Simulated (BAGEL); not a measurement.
# GeF2 (SMILES [F][Ge][F]): HF/3-21G (density fitting with qzvpp-jkfit)

What is the vertical singlet–triplet gap of GeF2 at HF/3-21G (density fitting with qzvpp-jkfit)? 

The results are computed with BAGEL 1.2.2.

13 further runs of the same task are left out: 4 that didn't finish, 9 set aside as unsound or not needed.

## 1. Starting point

GeF2: 3 atoms, total charge 0, spin state singlet. As SMILES, `[F][Ge][F]`. The shape is that of a PBE0-D4/def2-TZVP optimisation.

Bond lengths: F1–Ge2 1.745 Å, Ge2–F3 1.745 Å. Angles: F1–Ge2–F3 97.2°.

## 2. The energy at HF/3-21G (density fitting with qzvpp-jkfit)

File hf.json:

```json
{ "bagel": [

{
  "title": "molecule",
  "basis": "3-21g",
  "df_basis": "qzvpp-jkfit",
  "angstrom": true,
  "geometry": [
    { "atom": "F", "xyz": [      -0.675900,      -1.101800,      -0.497500 ] },
    { "atom": "Ge", "xyz": [       0.637500,      -0.295200,       0.320200 ] },
    { "atom": "F", "xyz": [       0.027600,       1.332100,       0.164100 ] }
  ]
},

{ "title": "hf" },

{ "title": "print", "file": "orbitals.molden", "orbitals": true }

]}
```

The run is started by

```console
$ BAGEL_NUM_THREADS=1 BAGEL hf.json > hf.out
```

What it wrote:

```text
* using 1 threads per process

  ===============================================================
  ===============================================================

  *** Geometry ***

  { "atom" : "F", "xyz" : [     -1.277266,     -2.082100,     -0.940139 ] },
  { "atom" : "Ge", "xyz" : [      1.204700,     -0.557847,      0.605090 ] },
  { "atom" : "F", "xyz" : [      0.052156,      2.517304,      0.310104 ] },

  Number of auxiliary basis functions:      420

  Since a DF basis is specified, we compute 2- and 3-index integrals:
    o Being stored without compression. Storage requirement is 0.005 GB

  Number of basis functions:       40
  Number of electrons      :       50

    * METHOD: MOLECULE                             0.07

  *** RHF ***

  === Nuclear Repulsion ===
   191.0627176034

      * DIIS with orbital gradients will be used.

  === RHF iteration (3-21g) ===
      0      -2263.04785047          0.03704475           0.01
      1      -2263.16956031          0.02497507           0.01
      2      -2263.23635599          0.00123530           0.01
      3      -2263.23708596          0.00035368           0.01
      4      -2263.23714729          0.00008821           0.01
      5      -2263.23715060          0.00001413           0.01
      6      -2263.23715067          0.00000258           0.01
      7      -2263.23715068          0.00000091           0.01
      8      -2263.23715068          0.00000019           0.01
      9      -2263.23715068          0.00000007           0.01
     10      -2263.23715068          0.00000002           0.01
     11      -2263.23715068          0.00000001           0.01
    * SCF iteration converged.

    * Permanent dipole moment:
           (   -0.871989,     0.372158,    -0.441496) a.u.

    * METHOD: HF                                   0.21

    * METHOD: PRINT                                0.00

  ===============================================================
```

Wall time 0.48 s (1 thread of AMD EPYC 9R45 (Zen 5), shared host).

## 3. The triplet, same level

File calc.json:

```json
{ "bagel" : [

{
  "title" : "molecule",
  "basis" : "3-21g",
  "df_basis" : "qzvpp-jkfit",
  "angstrom" : true,
  "geometry" : [
    { "atom" : "F", "xyz" : [   -0.675900,   -1.101800,   -0.497500 ] },
    { "atom" : "Ge", "xyz" : [    0.637500,   -0.295200,    0.320200 ] },
    { "atom" : "F", "xyz" : [    0.027600,    1.332100,    0.164100 ] }
  ]
},
{
  "title" : "uhf",
  "nopen" : 2
},
{
  "title" : "print",
  "file" : "orbitals.molden",
  "orbitals" : true
}

]}
```

The run is started by

```console
$ BAGEL_NUM_THREADS=1 BAGEL calc.json > calc.out
```

What it wrote:

```text
* using 1 threads per process

  ===============================================================
  ===============================================================

  *** Geometry ***

  { "atom" : "F", "xyz" : [     -1.277266,     -2.082100,     -0.940139 ] },
  { "atom" : "Ge", "xyz" : [      1.204700,     -0.557847,      0.605090 ] },
  { "atom" : "F", "xyz" : [      0.052156,      2.517304,      0.310104 ] },

  Number of auxiliary basis functions:      420

  Since a DF basis is specified, we compute 2- and 3-index integrals:
    o Being stored without compression. Storage requirement is 0.005 GB

  Number of basis functions:       40
  Number of electrons      :       50

    * METHOD: MOLECULE                             0.07

  *** Open-shell HF ***

  === Nuclear Repulsion ===
   191.0627176034

      * DIIS with orbital gradients will be used.

  === UHF iteration (3-21g) ===
      0      -2262.93685703          0.06702535           0.02
      1      -2263.06485261          0.04424315           0.02
      2      -2263.10437364          0.02638701           0.02
      3      -2263.12432295          0.00103345           0.02
      4      -2263.12460957          0.00019238           0.02
      5      -2263.12461982          0.00003276           0.02
      6      -2263.12462043          0.00000865           0.02
      7      -2263.12462054          0.00000449           0.02
      8      -2263.12462057          0.00000266           0.02
      9      -2263.12462058          0.00000089           0.02
     10      -2263.12462058          0.00000043           0.02
     11      -2263.12462058          0.00000023           0.02
     12      -2263.12462058          0.00000010           0.02
     13      -2263.12462058          0.00000004           0.02
     14      -2263.12462058          0.00000001           0.02
     15      -2263.12462058          0.00000000           0.02
    * SCF iteration converged.

    * S^2 (UHF) is 2.0058

    * Permanent dipole moment:
           (   -1.404134,     0.599189,    -0.710934) a.u.

    * METHOD: UHF                                  0.39

    * METHOD: PRINT                                0.00

  ===============================================================
```

Run time: 0.62 s. Hardware: 1 thread of AMD EPYC 9R45 (Zen 5), shared host.

## 4. Outcome

At HF/3-21G (density fitting with qzvpp-jkfit):

```
                                        quantity           value
                           singlet: total energy  -2263.23715 Eh
                          singlet: dipole moment          2.66 D
                            singlet: HOMO energy       -11.15 eV
                            singlet: LUMO energy         0.73 eV
                          singlet: HOMO–LUMO gap        11.88 eV
                           triplet: total energy  -2263.12462 Eh
                          triplet: dipole moment          4.28 D
                                   triplet: ⟨S²⟩           2.006
vertical energy of the triplet above the singlet        3.062 eV
```

What this shows: At this shape the triplet lies 3.06 eV (295 kJ/mol) above the singlet.
